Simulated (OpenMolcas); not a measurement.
**Mo⁴⁺ among point charges: CASSCF and CASPT2 levels and susceptibility**

Aim: the splitting of the states of Mo⁴⁺ in the field of 3 point charges, its lowest levels with spin-orbit coupling and its magnetic susceptibility.

Program: OpenMolcas 26.06. Level of theory: state-averaged CASSCF and CASPT2, spin-orbit coupling by RASSI with atomic mean-field integrals. These are calculated values, not measurements, unless marked.

## 1. What is computed

| Quantity | Value |
| --- | --- |
| Species | Mo⁴⁺ (molybdenum, Z = 42, 38 electrons) |
| Basis | ANO-RCC-VTZP [7s6p4d2f1g], 68 functions |
| Scalar Hamiltonian | DKH2, point nucleus |
| Inactive shells | 1s 2s 2p 3s 3p 3d 4s 4p |
| Active space | 2 electrons in 5 orbitals (4d) |
| Some configurations of this space | 4d² |
| Orbitals | optimised for each spin and parity, averaged over all roots |

Outer shells as boxes (Hund's rule):

4d2
```
4d [↑ ][↑ ][  ][  ][  ]
```

The ion sits among 3 point charges of -2 e arranged as a planar triangle (D3h), 1.74 Å from the ion.

Each step is its own input file, run in one work folder so that later steps find the files of earlier ones. Labels, J, g values, rates, χT and fits are worked out afterwards by a script from the matrices that RASSI stores.

## 2. One- and two-electron integrals

Input file a.inp:

```
&GATEWAY
Coord
1

Mo 0.0 0.0 0.0
Basis=ANO-RCC-VTZP
Group=NoSym
NoMove
AngMom=0.0 0.0 0.0
AMFI
XField
3 Angstrom 0
1.740000 0.000000 0.000000 -2.000000
-0.870000 1.506884 0.000000 -2.000000
-0.870000 -1.506884 0.000000 -2.000000
&SEWARD
```

Command:

```sh
> OMP_NUM_THREADS=1 MOLCAS_MEM=1689 MOLCAS_PROJECT=a pymolcas a.inp > a.log
```

## 3. Reference wave functions, triplets, 10 roots

Input file a.inp:

```
&RASSCF
FileOrb=start.orb
Symmetry=1
Spin=3
nActEl=2 0 0
Inactive=18
Ras2=5
CIRoot=10 10 1
SDav=10
CIMx=300
Iter=120 100
PrWF=0.3
OrbListing=Nothing
MaxOrb=0
>>> COPY $Project.JobIph JOB001
```

start.orb holds the contracted functions of the basis, ordered by shell, or the orbitals of the step before.

## 4. Reference wave functions, singlets, 15 roots

Input file a.inp:

```
&RASSCF
FileOrb=start.orb
Symmetry=1
Spin=1
nActEl=2 0 0
Inactive=18
Ras2=5
CIRoot=15 15 1
SDav=15
CIMx=300
Iter=120 100
PrWF=0.3
OrbListing=Nothing
MaxOrb=0
>>> COPY $Project.JobIph JOB002
```

## 5. State interaction with spin-orbit coupling

Input file a.inp:

```
&RASSI
NrOfJobIphs=2 10 15
1 2 3 4 5 6 7 8 9 10
1 2 3 4 5 6 7 8 9 10 11 12 13 14 15
IphNames
JOB001
JOB002
EJob
SpinOrbit
DIPRint=1.0
SOCoupling=1000.0
Subsets=2
Property=9
'ANGMOM' 1 'ANGMOM' 2 'ANGMOM' 3 'MLTPL  1' 1 'MLTPL  1' 2 'MLTPL  1' 3
'AMFI' 1 'AMFI' 2 'AMFI' 3
SOProperty=3
'ANGMOM' 1 'ANGMOM' 2 'ANGMOM' 3
```

## 6. CASPT2: IPEA 0.25, imaginary shift 0.1 (closed shells correlated: 4s 4p)

Input file a.inp:

```
>>> COPY JOB001 $Project.JobIph
&CASPT2
Multistate=10 1 2 3 4 5 6 7 8 9 10
NoMult
Frozen=14
IPEA=0.25
Imaginary=0.1
MaxIter=60
WThr=0.0 0.3 0.05
PrWF=0.5
NoMix
>>> COPY JOB002 $Project.JobIph
&CASPT2
Multistate=15 1 2 3 4 5 6 7 8 9 10 11 12 13 14 15
NoMult
Frozen=14
IPEA=0.25
Imaginary=0.1
MaxIter=60
WThr=0.0 0.3 0.05
PrWF=0.5
NoMix
```

(Steps that only read results are left out.)

What does the calculation give? Wanted: spin-free ground state; first state of the same spin within the active space; lowest level; next level.

As calculated:

| quantity | value |
| --- | --- |
| method | SS-CASPT2, IPEA 0.25, imaginary shift 0.1 (closed shells correlated: 4s 4p) |
| spin-free ground state | 3E, 2-fold in its orbital part |
| first state of the same spin within the active space | 3A2 at 2460 cm⁻¹ |
| lowest level | 1-fold A1 |
| next level | 604.7 cm⁻¹ |
| χT at 300 K | 0.19 cm³ K/mol |
| effective moment at 300 K | 1.24 μB |

Cost by method:

```csv
method,time of its own steps,time with the reference
A. CASSCF,6.3 s,6.3 s
"B. SS-CASPT2, IPEA 0.25, imaginary shift 0.1, +4s 4p",6.5 s,13 s
```

Times are of one thread on a shared host.

In words: The spin-free ground state (3E) comes to 62 % from free-ion F terms and keeps the highest spin of the shell. χT at 300 K is 0.19, against 1.00 cm³ K/mol for the spin alone, so spin-orbit coupling lowers it. CASPT2 does not keep the components of a term degenerate, and the means are used. The field of point charges can differ much from that of real complexes. This is an electrostatic model: the charges have no orbitals.
